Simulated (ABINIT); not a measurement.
Runs of ABINIT 10.8.3 (patched build) on HfB. It takes space group Fm-3m (No. 225, cubic). The conventional cell has a = 4.620 Å, b = 4.620 Å, c = 4.620 Å, α = 90.00°, β = 90.00°, γ = 90.00°. Hf (site symmetry m-3m) is surrounded by 6 B at 2.31 Å. Around B (site symmetry m-3m) lie 6 Hf at 2.31 Å. 

```tsv
task	level	potentials or basis	cell	k mesh	cutoff (eV)	cell freedom (optcell)	optimiser (ionmov)	cutoff smearing ecutsm (Ha)	force stop (Ha/bohr)	stop of the response cycle (tolvrs)	gap on the mesh (eV)	pressure (GPa)	relaxed volume (Å³/atom)
relaxation of cell and atoms	PBEsol	PseudoDojo NC SR PBEsol v0.4.1 standard	relaxed	8 × 8 × 8	1034	2	2	0.5	2e-05	-	none	0.0	(a)
relaxation of cell and atoms	PBE+D3(BJ)	SPMS NC PBE v1.0	relaxed	8 × 8 × 8	816	2	2	0.5	2e-05	-	none	0.0	13.82
single point	PBE	PseudoDojo NC SR PBE v0.4.1 standard	as given	8 × 8 × 8	762	-	-	-	-	-	none	30.4	-
phonons	PBE	PseudoDojo NC SR PBE v0.4.1 standard	as given	6 × 6 × 6, with 4 shifts	762	-	-	-	-	1e-09	-	30.3	-
```

Alike in all rows: no spin polarisation; smearing fermi-dirac 0.05 eV.

Estimate the missing entries.

(a) 13.78.

Caveats: the volume moved by +12 % from the deposited cell, more than functionals usually miss (some runs); a pressure of tens of GPa on the cell as given is suspect, and the run, the potentials or the cell itself is likely at fault (some runs); pairwise dispersion overbinds metals, which lowers pressure and volume (some runs); the cell is more than 3 GPa from zero pressure, which shifts response properties (some runs).

A k mesh can miss the band edges, and the runs leave out spin-orbit coupling on Hf.

A gap of «none» marks a metal or a gap under the smearing width.

Not every run made on this cell is shown here.
